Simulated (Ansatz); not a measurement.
# GaO: the cost of one run

Computed with Ansatz 0.2.0 (the levels named in each step, unless a step's input says otherwise).

**1. Starting point**

Bond lengths: O1–Ga2 1.655 Å.

Structure file:

```xyz
2

O     0.0000    0.0000    0.0000
Ga    0.0000    0.0000    1.6551
```

**2. A rough first relaxation, PBE-D4/def2-SVPD**

This run stands in another session on the same molecule. It ended at:

```xyz
2

O     0.0000    0.0000   -0.0456
Ga    0.0000    0.0000    1.7007
```

**3. Relaxation, PBE0-D4/def2-TZVPPD**

This run stands in another session on the same molecule. It ended at:

```xyz
2

O     0.0000    0.0000   -0.0285
Ga    0.0000    0.0000    1.6836
```

**4. Frequencies, PBE0-D4/def2-TZVPPD**

Contents of input.yaml:

```yaml
crystal:
  periodic: [false, false, false]
  atoms:
    - { symbol: O, position_ang: [0.0, 0.0, -0.02850648] }
    - { symbol: Ga, position_ang: [0.0, 0.0, 1.68357648] }
total_charge: -1
basis:
  gaussian: { orbitals: def2-TZVPPD.json }
hamiltonian:
  xc: pbe0
  dispersion: d4
phonons: {}
```

Launch:

```
ansatz run input.yaml --threads 2 --pin off --max-ram 5120MiB --backend cpu --events-out ev --progress --plain --runs-dir out
```

**Question.** How long does this run take on 2 threads of Intel Xeon at 2.50GHz (Skylake/Cascade Lake), shared host, and how much memory does it need?

About 22 s, with a peak of 0.15 GiB.
